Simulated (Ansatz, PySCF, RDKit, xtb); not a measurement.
# Solving Si2HClOF+, step by step

Given the formula Si2HClOF+ (charge +1) and nothing else, which arrangement of the atoms is the most stable in the gas at 298.15 K, and what are its properties?

The funnel: GFN2-xTB relaxations, single points with a density functional, relaxations at PBE0-D3(BJ)/pcseg-1, harmonic vibrations, and a last energy at a higher level. All values are calculated.

7 further runs of the same task are left out: 7 set aside as unsound or not needed.

### Step 1. Possible bonding patterns

A program enumerates the bonding patterns with one Lewis structure each (two rings at most, one unusual centre or charged pair), with their diastereomers. O–O, O–halogen and N–halogen bonds and N–N–N chains are not drawn. That gives 24 candidates.

c055 F[Si@]1(Cl)O[SiH+]1; c066 F[Si]O[SiH+]Cl (triplet); c136 F[Si]1=[Si](Cl)[OH+]1; c284 F[Si+](Cl)O[SiH] (triplet); c293 O/[Si](Cl)=[Si+]\F; c304 F[SiH+]O[Si]Cl; c326 F[SiH+]O[Si]Cl (triplet); c341 O=[SiH][Si+](F)Cl; c381 F[Si+]1O[Si@@H]1Cl; c426 O/[Si](F)=[Si+]\Cl; c453 F[Si]O[SiH+]Cl; c479 F[Si@@H]1O[Si+]1Cl; c483 F[Si@]1(Cl)[OH+][Si]1 (triplet); c597 F[Si@]1(Cl)[OH+][Si]1; c628 F[Si+](Cl)O[SiH]; c656 O/[Si+]=[Si](\F)Cl; c729 O=[Si+][Si@H](F)Cl; c738 F[Si@H](Cl)[O+]=[Si] (triplet); c758 O=[Si](F)[SiH+]Cl; c833 F[Si@H](Cl)[O+]=[Si]; c878 O=[Si](Cl)[SiH+]F; c901 O/[Si+]=[Si](/F)Cl; c964 O/[Si](F)=[Si+]/Cl; c998 O/[Si](Cl)=[Si+]/F.

Candidates are built by distance geometry, with a force field where one applies, in up to four conformers (letters a to d). 5 starts with atoms placed at random are added, to find patterns that the rules miss.

Q: Predict the outcome of this search (final energies at CCSD(T)/def2-SVP + MP2/def2-TZVPP - MP2/def2-SVP).

| quantity | value |
| --- | --- |
| lowest structure found | F[Si@H](Cl)[O+]=[Si], singlet, C1 |
| next finalist | F[Si]O[SiH+]Cl, singlet, 21.8 kcal/mol higher in G |
| share at equilibrium, among the finalists | 100.0 % |
| harmonic wavenumbers, lowest and highest (PBE0-D3(BJ)/pcseg-1) | 79 and 2411 cm⁻¹ |
| rotational constants, same geometry | 0.1355, 0.0494, 0.03902 cm⁻¹ |
| HOMO energy (PBE0/def2-TZVPD) | -14.12 eV |
| LUMO energy (PBE0/def2-TZVPD) | -8.42 eV |
| HOMO–LUMO gap (PBE0/def2-TZVPD) | 5.70 eV |
| lowest excitation (TD-PBE0/def2-SVPD) | 4.84 eV (f = 0.000) |
| strongest of the states computed, same level | 6.81 eV (f = 0.096) |
| lowest triplet excitation, same level, Tamm-Dancoff | 4.25 eV |
| vertical ionisation energy | 16.53 eV |
| vertical recombination energy (electron added) | 6.31 eV |

The lowest structure found is `F[Si@H](Cl)[O+]=[Si]`. The margin of 21.8 kcal/mol over the next finalist is beyond the usual error of the last level; it says nothing of structures that weren't ranked. GFN2-xTB, HF/STO-3G, r2SCAN-D4/def2-SVP, PBE0-D3(BJ)/pcseg-1, HF/def2-SVP and MP2/def2-SVP already put its bonding pattern lowest among the structures in one piece. One minimum inside the window was never screened. Lowest found is not proven lowest: the search is finite, and each finalist counts with one conformer. Patterns outside the rules of the enumeration were met only by chance.
